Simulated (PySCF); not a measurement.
Crystal: OGeBrH, in a box.

```xyz
4
Lattice="12.0000 0.0000 0.0000 0.0000 11.0000 0.0000 0.0000 0.0000 11.0000" Properties=species:S:1:pos:R:3 pbc="T T T"
O     4.7264    6.0908    5.1073
Ge    4.9370    4.8929    6.3950
Br    7.2997    4.6648    6.2989
H     5.5372    6.3772    4.6730
```

Base run:

| Item | Value |
| --- | --- |
| Program | PySCF 2.14.0 |
| Functional | PW91 |
| Potentials or basis | 6-31g* (all-electron) |
| k mesh | 1 × 1 × 1 |
| Occupations | fixed |
| Spin | no spin polarisation |

Its results: gap between the frontier levels 3.59 eV.

**Question.** After a change of settings the same cell gave: gap between the frontier levels 3.90 eV. Which change was it?
A. functional from PW91 to TM
B. functional from PW91 to HSE06; dispersion from none to D4
C. functional from PW91 to SCAN; dispersion from none to D3

**Answer.** C.

Caveats: this is a molecule in a periodic box at the Γ point, so its band gap is the HOMO-LUMO gap; relativity is left out, which matters for the heavier elements; the basis of atomic orbitals isn't converged, which shifts pressures, moduli and gaps.

Not every run made on this cell is shown here.
